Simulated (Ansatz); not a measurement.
## CrO2, space group P-42_1m: an SCF with some post-processing, step by step

With the Python package of Ansatz (0.2.0).

The cells in order, each with its output:

```python
from collections import defaultdict
import warnings

import ansatz as az
from ase.data import atomic_numbers
import matplotlib.pyplot as plt
import numpy as np
from pymatgen.core import Structure
from scipy.ndimage import map_coordinates
import spglib
```

```python
FUNCTIONAL = "pbesol"
KGRID = (6, 6, 9)
FILLING = "fermi_dirac"
SIGMA = 0.05
TOLERANCE = 1e-08
```

```python
warnings.simplefilter("ignore", az.DeckWarning)
```

```python
cell = (
    az.Lattice.from_parameters(4.471343, 4.471343, 2.995176, alpha=90, beta=90, gamma=90)
    .space_group(113, hermann_mauguin="P-421m")
    .atom("Cr", (0.0, 0.5, 0.238451))
    .atom("O", (0.701707, 0.201707, 0.253624))
    .moments(Cr=2.1)
)
```

```python
calculation = cell.calculation()
calculation = calculation.functional(FUNCTIONAL)
calculation = calculation.kpoints(*KGRID).occupations(FILLING, width=SIGMA)
calculation = calculation.spin(az.SpinTreatment.COLLINEAR)
calculation = calculation.hubbard("Cr", "d", u=4.9, j=0.9)
calculation = calculation.scf(tolerance=TOLERANCE)
calculation = calculation.density_of_states(energy_step=0.05, projected=True).density()
with warnings.catch_warnings(record=True) as caught:
    warnings.simplefilter("always")
    done = calculation.run(threads=1)
print("warnings raised:", sorted(w.category.__name__ for w in caught) or "none")
summary = done.report
```

    warnings raised: ['DeckWarning', 'PlacementWarning']

```python
done.lattice.cell_ang
```

    array([[4.47134300e+00, 0.00000000e+00, 0.00000000e+00],
           [2.73790795e-16, 4.47134300e+00, 0.00000000e+00],
           [1.83401635e-16, 1.83401635e-16, 2.99517600e+00]])

```python
sorted(key for key in summary if key.endswith("_ev"))
```

    ['eigenvalues_ev', 'energy_sigma0_ev', 'entropy_ts_ev', 'fermi_energy_ev', 'free_energy_ev',
     'gap_by_band_count_ev', 'harris_foulkes_ev', 'internal_energy_ev', 'lagrangian_above_aufbau_ev',
     'lagrangian_ev', 'lagrangian_sigma0_ev', 'loop_eigenvalues_ev', 'loop_fermi_energy_ev',
     'occupations_fermi_energy_ev', 'residual_norms_ev']

```python
energy = summary["free_energy_ev"]
print("CrO2: {:.6f} eV = {:.6f} Ry = {:.6f} Ha".format(energy, energy / 13.605693, energy / 27.211386))
print("Fermi level {:.4f} eV, {} k-points, {} symmetry operations".format(summary["fermi_energy_ev"], summary["n_kpoints"], summary["n_symmetry_ops"]))
```

    CrO2: -8937.054432 eV = -656.861391 Ry = -328.430696 Ha
    Fermi level 9.3723 eV, 50 k-points, 8 symmetry operations

```python
dos = done.density_of_states()
energy = np.asarray(dos.energies_ev) - dos.fermi_ev
projected = done.projected_density_of_states()
by_shell = defaultdict(float)
for site in projected.sites:
    for shell in site.shells:
        for part in shell.curves:
            by_shell[f"{site.species} {'spdf'[shell.l]}"] += np.sum(part.g_bin_mean_per_ev, axis=0)
print("E - E_F  " + " ".join(f"{name:>7s}" for name in by_shell))
for e in np.arange(-8, 8 + 0.1, 1.0):
    print(f"{e:7.1f}  " + " ".join(f"{np.interp(e, energy, curve):7.3f}" for curve in by_shell.values()))
```

    E - E_F     Cr s    Cr p    Cr d     O s     O p
       -8.0    0.000   0.000   0.000   0.000   0.000
       -7.0    0.008   0.001   0.107   0.003   0.136
       -6.0    0.019   0.008   0.720   0.005   0.832
       -5.0    0.095   0.031   1.399   0.034   4.082
       -4.0    0.043   0.013   1.467   0.035   2.981
       -3.0    0.036   0.030   2.096   0.043   3.944
       -2.0    0.045   0.020   2.286   0.030   4.861
       -1.0    0.022   0.005   0.546   0.022   1.764
        0.0    0.004   0.000   0.219   0.003   0.822
        1.0    0.000   0.000   0.004   0.000   0.005
        2.0    0.000   0.000   0.006   0.001   0.000
        3.0    0.002   0.002   0.919   0.135   0.326
        4.0    0.030   0.003   4.722   0.123   1.652
        5.0    0.010   0.001   1.587   0.054   0.559
        6.0    0.001   0.000   0.307   0.007   0.154
        7.0    0.000   0.000   0.000   0.000   0.000
        8.0    0.046   0.000   0.001   0.028   0.004

```python
final = Structure(done.lattice.cell_ang, [s.symbol for s in done.lattice.sites], [s.position_frac for s in done.lattice.sites])
# the grid holds the pseudo-density, which differs from the true one inside the cores
rho = done.density()
total = sum(channel.density_e_per_ang3 for channel in rho.channels[:2])
grid_cell = np.asarray(rho.fft_grid_basis) @ done.lattice.cell_ang
partner = min(final.get_neighbors(final[0], 5.0), key=lambda n: n.nn_distance)
line = np.linspace(final[0].coords, partner.coords, 13)
points = (line @ np.linalg.inv(grid_cell)) * rho.dims
values = map_coordinates(total, points.T, order=3, mode="grid-wrap")
print(f"from {final[0].specie} to {partner.specie}, {partner.nn_distance:.3f} A")
for t, value in zip(np.linspace(0, partner.nn_distance, 13), values):
    print(f"{t:7.3f} A  {value:9.4f} e/A^3")

spg_cell = (done.lattice.cell_ang, [s.position_frac for s in done.lattice.sites], [atomic_numbers[s.symbol] for s in done.lattice.sites])
# space group as spglib finds it
for tolerance in (1e-5, 1e-3, 1e-1):
    print(f"symprec {tolerance:g} A: {spglib.get_spacegroup(spg_cell, symprec=tolerance)}")
print("operations used by the run:", summary["n_symmetry_ops"])
```

    from Cr to O, 1.887 A
      0.000 A    22.5392 e/A^3
      0.157 A    19.8072 e/A^3
      0.314 A    13.4957 e/A^3
      0.472 A     7.1159 e/A^3
      0.629 A     2.9341 e/A^3
      0.786 A     1.1347 e/A^3
      0.943 A     0.7939 e/A^3
      1.101 A     1.0682 e/A^3
      1.258 A     1.8806 e/A^3
      1.415 A     3.5717 e/A^3
      1.572 A     5.6845 e/A^3
      1.730 A     7.1762 e/A^3
      1.887 A     7.6429 e/A^3
    symprec 1e-05 A: P-42_1m (113)
    symprec 0.001 A: P-42_1m (113)
    symprec 0.1 A: P-42_1m (113)
    operations used by the run: 8

```python
field = sum(channel.density_e_per_ang3 for channel in done.density().channels[:2])
fig, ax = plt.subplots(figsize=(4, 3.4))
shown = ax.imshow(np.log10(np.clip(field[:, :, 0].T, 1e-3, None)), origin="lower", extent=(0, 1, 0, 1))
fig.colorbar(shown, label="log10 density (e/A^3)")
ax.set(xlabel="fraction of grid vector 1", ylabel="fraction of grid vector 2")
fig.savefig("density_plane.png", dpi=100)
print(f"plane through the origin: {field[:, :, 0].min():.4f} to {field[:, :, 0].max():.4f} e/A^3")
```

    plane through the origin: 0.0371 to 1.8830 e/A^3

Total energies depend on the potentials; only differences at equal settings carry meaning. A total without «per atom» is that of the cell as typed. The magnetic order follows from the starting moments and needn't be the lowest. For a metal this k-point mesh is coarse: on a finer one energies can move by several to tens of meV an atom and pressures by half a GPa or more, differences at one mesh by less. Only differences from the Fermi energy are physical; the zero of the scale is a convention. Projections exist only for the shells that the potentials hold, some of them semicore, and samples at single energies can miss narrow peaks. A gap by band count of zero or less means overlapping bands, a metal. Grid values close to the nuclei reflect the PAW or pseudopotential construction, not the all-electron fields. The structure comes from a database of computed cells and needn't be a stable or known phase. Gaps and levels are Kohn-Sham values on a finite set of k-points. The computed bands are complete only to about 7.4 eV above the Fermi level; beyond that the density of states is undercounted. The script silences the warnings on its input, which a real study should read. The whole script took 44 s on 1 thread of AMD EPYC 7R43 64-Core Processor (Zen 3) (shared host), peak memory 0.59 GiB.

(A comment or docstring line of the script was reworded after the run, the code is as it ran.)
